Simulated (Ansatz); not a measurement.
I need a ladder of methods at one geometry of Rb2 (charge +1). Use Ansatz 0.2.0, Python API. Use (for the species named): MP2, def2-SVP basis, multiplicity 2. The script varies method: mp2, ccsd, ccsd_t, ccsdt.

```xyz
2

Rb    0.0000    0.0000    0.0000
Rb    0.0000    0.0000    4.2200
```

Script `rb2_methods.py`:
```python
# -*- coding: utf-8 -*-
"""Rb2(+) at several levels of theory."""

import ansatz as az

config = {
    "basis": "def2-SVP",
    "net_charge": 1,
}


def main():
    geometry = (
        az.Crystal.molecule()
        .atom("Rb", (0.0, 0.0, 0.0))
        .atom("Rb", (0.0, 0.0, 4.22))
    )

    setup = (
        geometry.calculation()
        .basis(gaussian=config["basis"])
        .charge(config["net_charge"])
        .spin("collinear", total=1)
    )

    methods = ["mp2", "ccsd", "ccsd_t", "ccsdt"]
    reports = [setup.correlation(m).run().report for m in methods]
    print(f"Hartree-Fock reference {reports[0]['reference_energy_ev'] / 27.211386246:.6f} Ha")
    best = reports[-1]["free_energy_ev"] - reports[-1]["reference_energy_ev"]
    for method, each in zip(methods, reports):
        gained = each["free_energy_ev"] - each["reference_energy_ev"]
        print(f"{method:8s} total {each['free_energy_ev'] / 27.211386246:.6f} Ha  correlation {gained:9.4f} eV  ({100 * gained / best:.1f} % of the last)")


if __name__ == "__main__":
    main()
```

```console
$ python rb2_methods.py
Hartree-Fock reference -47.482475 Ha
mp2      total -47.583423 Ha  correlation   -2.7469 eV  (88.0 % of the last)
ccsd     total -47.595000 Ha  correlation   -3.0620 eV  (98.0 % of the last)
ccsd_t   total -47.597018 Ha  correlation   -3.1169 eV  (99.8 % of the last)
ccsdt    total -47.597246 Ha  correlation   -3.1231 eV  (100.0 % of the last)
```

Reading the output:
- Total energies depend on the basis set; only differences at equal settings carry meaning.
- The geometry is a force-field or estimated start, not a minimum of this method, and the basis set is short of its limit. A lower total doesn't mark the better method: functionals have no common bound, and MP2 and coupled cluster aren't variational.
- def2 sets replace the cores of elements past krypton by effective core potentials.
- The run takes the species as open-shell (spin multiplicity 2), which needn't be its ground state.
- Inner cores stay frozen; a filled d shell under the valence of the heavier atoms is correlated with it.
- The spin state was assumed, and another may lie lower.
- Run time: 40 s on 1 thread of Arm Neoverse V1, with other jobs on the host, peak memory 0.79 GiB.
